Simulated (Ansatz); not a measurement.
**GeH₆O₃Si: one species, many methods**

Aim: compute GeH₆O₃Si with functionals from several rungs and with coupled cluster. The yardstick is the atomisation energy at the CCSD(T) limit.

The runs use Ansatz 0.2.0, Gaussian basis; functionals in def2-TZVPP, the program's frozen cores in correlated methods.

Plan: PBE-D4, r2SCAN-D4, PBE0-D4, B3LYP-D4, ωB97X-V, ωB97M-V, B2PLYP; CCSD(T)/def2-TZVPP; MP2/def2-QZVPP; extrapolation to the limit.

## Step 1: The relaxed structure

The geometry comes from an earlier relaxation with PBE0-D4 in a triple-zeta def2 set; it is a stationary point, not always the lowest conformer.

SMILES `O[SiH](O)[O][GeH3]`, 11 atoms, charge 0, spin multiplicity 1.

Atoms are counted from 1 here; the program's logs count them from 0.

Bond lengths: O1–Si2 1.634 Å, O1–H6 0.959 Å, Si2–O3 1.637 Å, Si2–O4 1.627 Å, Si2–H7 1.476 Å, O3–H8 0.958 Å, O4–Ge5 1.780 Å, Ge5–H9 1.537 Å, Ge5–H10 1.533 Å, Ge5–H11 1.536 Å. Angles: Si2–O1–H6 117.3°, O1–Si2–O3 108.4°, O1–Si2–O4 113.5°, O1–Si2–H7 105.1°, O3–Si2–O4 107.4°, O3–Si2–H7 112.6°, O4–Si2–H7 109.9°, Si2–O3–H8 116.4°, Si2–O4–Ge5 133.5°, O4–Ge5–H9 108.8°, O4–Ge5–H10 105.4°, O4–Ge5–H11 108.0°, H9–Ge5–H10 111.6°, H9–Ge5–H11 111.2°, H10–Ge5–H11 111.5°.

As a file:

```xyz
11
charge 0, multiplicity 1
O    -1.6040   -0.2467    1.2249
Si   -0.0386   -0.6423    0.9772
O     0.0979   -2.2724    1.0370
O     0.5318   -0.1580   -0.4672
Ge    0.4752    1.3852   -1.3519
H    -2.2688   -0.8206    0.8403
H     0.7037    0.0298    2.0613
H     0.7620   -2.6658    0.4694
H     0.6939    2.5357   -0.3566
H     1.6090    1.3051   -2.3807
H    -0.8969    1.4930   -2.0330
```

## Step 2: PBE-D4 (GGA)

Input file in.yaml:

```yaml
crystal:
  periodic: [false, false, false]
  atoms:
    - {symbol: O, position_ang: [-1.603999, -0.246723, 1.224924]}
    - {symbol: Si, position_ang: [-0.038561, -0.642269, 0.977222]}
    - {symbol: O, position_ang: [0.097878, -2.272363, 1.036976]}
    - {symbol: O, position_ang: [0.531805, -0.157981, -0.467188]}
    - {symbol: Ge, position_ang: [0.475199, 1.385150, -1.351862]}
    - {symbol: H, position_ang: [-2.268793, -0.820554, 0.840344]}
    - {symbol: H, position_ang: [0.703740, 0.029810, 2.061292]}
    - {symbol: H, position_ang: [0.762005, -2.665752, 0.469440]}
    - {symbol: H, position_ang: [0.693920, 2.535659, -0.356642]}
    - {symbol: H, position_ang: [1.609029, 1.305055, -2.380716]}
    - {symbol: H, position_ang: [-0.896924, 1.492968, -2.032989]}
basis:
  gaussian: {orbitals: def2-TZVPP}
hamiltonian: {xc: pbe, dispersion: d4}
output: {forces: true, orbitals: {seedname: orbitals}}
```

The run is started by

```
$ ansatz run in.yaml --threads 2 --pin off --events-out ev --progress --plain --max-ram 32768MiB --backend cpu
```

After this run come: r2SCAN-D4 (meta-GGA); PBE0-D4 (hybrid); B3LYP-D4 (hybrid); ωB97X-V (range-separated); ωB97M-V (range-separated); B2PLYP (double hybrid); CCSD(T) in def2-TZVPP; MP2 in def2-QZVPP.

Before running them: what should the planned runs give, taken together? Wanted: atomisation energy, CCSD(T)/CBS; farthest; mean size of error, hybrid; mean size of error, range-separated; gap, smallest and largest; T1 diagnostic; triples share of the correlation energy.

As calculated:

| quantity | value |
| --- | --- |
| atomisation energy, CCSD(T)/CBS | 3980.8 kJ/mol |
| functionals within 39.8 kJ/mol (1.0 %) | PBE-D4, r2SCAN-D4, ωB97X-V, ωB97M-V |
| farthest | PBE0-D4 (-108.6 kJ/mol) |
| mean size of error, hybrid | 87.0 kJ/mol |
| mean size of error, range-separated | 26.5 kJ/mol |
| gap, smallest and largest | 6.48 eV (PBE-D4), 13.34 eV (ωB97X-V) |
| T1 diagnostic | 0.0119 |
| triples share of the correlation energy | 3.3 % |

In words: PBE-D4 is off by -35.1 kJ/mol. Double hybrids carry the basis error of their MP2 part in triple zeta, and no dispersion term here, so their miss is partly the set-up's. Misses under about 39.8 kJ/mol are within the doubt on the reference itself, which lacks core-valence correlation, relativity and higher excitations, and its outer-core shells are covered unevenly. Hartree-Fock recovers 71 % of the binding; the rest is correlation. Orbital gaps span 6.5 to 13.3 eV; exact exchange widens them. Correlated methods include outer-core shells of Ge, which these sets cover unevenly.
